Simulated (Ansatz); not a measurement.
# YPd3 (Pm-3m): equation of state with a fit

Where is the equilibrium volume of YPd3 (Pm-3m), and how stiff is it? Aim: an equation of state with a fit, for YPd3 (Pm-3m), run from a script.

Computed with Ansatz 0.2.0, driven from Python. Level of theory: DFT LDA, plane waves, PAW.

## 1. Starting point

Symmetry: Pm-3m, No. 221, cubic system. Conventional cell: a = 4.068 Å, b = 4.068 Å, c = 4.068 Å, α = 90.00°, β = 90.00°, γ = 90.00°. Y (site symmetry m-3m) has 12 Pd at 2.88 Å as nearest neighbours. Pd (site symmetry 4/mmm) is surrounded by 4 Y at 2.88 Å and 8 Pd at 2.88 Å.

No structure file is read: the coordinates are typed or built in the script.

## 2. Script

ypd3_eos.py

```python
"""Energy against volume for YPd3, with a fit."""

import warnings

import ansatz as az
import numpy as np
from pymatgen.analysis.eos import EOS

VECTORS = np.array([
    [4.068, 0.0, 0.0],
    [0.0, 4.068, 0.0],
    [0.0, 0.0, 4.068],
])
SITES = [
    ("Y", (0.0, 0.0, 0.0)),
    ("Pd", (0.0, 0.5, 0.5)),
    ("Pd", (0.5, 0.0, 0.5)),
    ("Pd", (0.5, 0.5, 0.0)),
]


def on_lattice(cell):
    crystal = az.Crystal(lattice=az.Lattice.of(cell))
    for symbol, position in SITES:
        crystal = crystal.atom(symbol, position)
    return crystal


def main() -> None:
    warnings.simplefilter("ignore", az.DeckWarning)

    # scale the volume, keep shape and fractions
    volumes, energies, pressures = [], [], []
    for scale in np.linspace(0.94, 1.06, 7):
        cell = VECTORS * scale ** (1 / 3)
        setup = on_lattice(cell).calculation()
        setup = setup.functional("LDA")
        setup = setup.pseudopotentials("paw")
        setup = setup.basis(380, density_ratio=4)
        setup = setup.accuracy("low")
        setup = setup.occupations(az.OccupationsMethod.COLD, width=0.02).mixing("anderson", preconditioner="none")
        setup = setup.scf(tolerance=1e-08).kpoints(6, 6, 6)
        setup = setup.stress()
        report = setup.run(threads=1).report
        volumes.append(abs(np.linalg.det(cell)) / len(SITES))
        energies.append(report["free_energy_ev"] / len(SITES))
        pressures.append(np.trace(report["stress_gpa"]) / 3)
        print(f"V = {volumes[-1]:8.4f} A^3/atom  F = {energies[-1]:.5f} eV/atom  P = {pressures[-1]:8.3f} GPa")

    for form in ["pourier_tarantola", "birch_murnaghan", "vinet"]:
        fit = EOS(eos_name=form).fit(volumes, energies)
        print(f"{form:18s} V0 {fit.v0:8.4f} A^3/atom  B0 {fit.b0_GPa:7.1f} GPa  B1 {fit.b1:5.2f}")


if __name__ == "__main__":
    main()
```

## 3. The input behind the calls

The package turns the script's settings into the engine's input (first run):

```yaml
crystal:
  lattice:
    - [3.984956290254904, 0.0, 0.0]
    - [0.0, 3.984956290254904, 0.0]
    - [0.0, 0.0, 3.984956290254904]
  atoms:
    - { symbol: "Y", position: [0.0, 0.0, 0.0] }
    - { symbol: Pd, position: [0.0, 0.5, 0.5] }
    - { symbol: Pd, position: [0.5, 0.0, 0.5] }
    - { symbol: Pd, position: [0.5, 0.5, 0.0] }
accuracy: low
basis:
  ecutwfc: 380.0
  ecutrho_ratio: 4
kpoints:
  mp_grid:
    grid: [6, 6, 6]
hamiltonian:
  xc: lda
  pseudopotentials:
    kind: paw
scf:
  convergence:
    dr2_threshold: 1.0e-08
  mixing:
    algorithm: anderson
    preconditioner: none
  occupations:
    method: cold
    width: 0.02
output:
  stress: true
```

## 4. Launch

Launch:

```console
$ python ypd3_eos.py
```

**Question.** Estimate the equilibrium volume and the bulk modulus.

**Answer**, as computed:

```
                      quantity           value
                 runs compared               7
               range of energy  68.43 meV/atom
lowest point, volume (Å³/atom)          16.157
      equilibrium volume (fit)   16.20 Å³/atom
            bulk modulus (fit)         158 GPa
```

What this shows: A third-order Birch-Murnaghan fit through the 7 points has its minimum at 16.20 Å³ an atom, 3.7 % below the typed cell, with a bulk modulus of 158 GPa and dB/dP = 4.4. From that minimum the energy rises by 4.6 meV an atom on the compressed side and 68.5 meV on the expanded side. The window is off centre, so dB/dP is rough. Reading the output:
- The cutoff lies under the one recommended for these potentials.
- Under the recommended cutoff a pressure can be off by several GPa, even in sign.
- The mesh is modest for a metal, so energies can be off by several to tens of meV an atom and pressures by half a GPa or more; differences at equal mesh fare better.
- The program warned that this SCF threshold is loose for forces or stresses.
- Pressure is positive in compression.
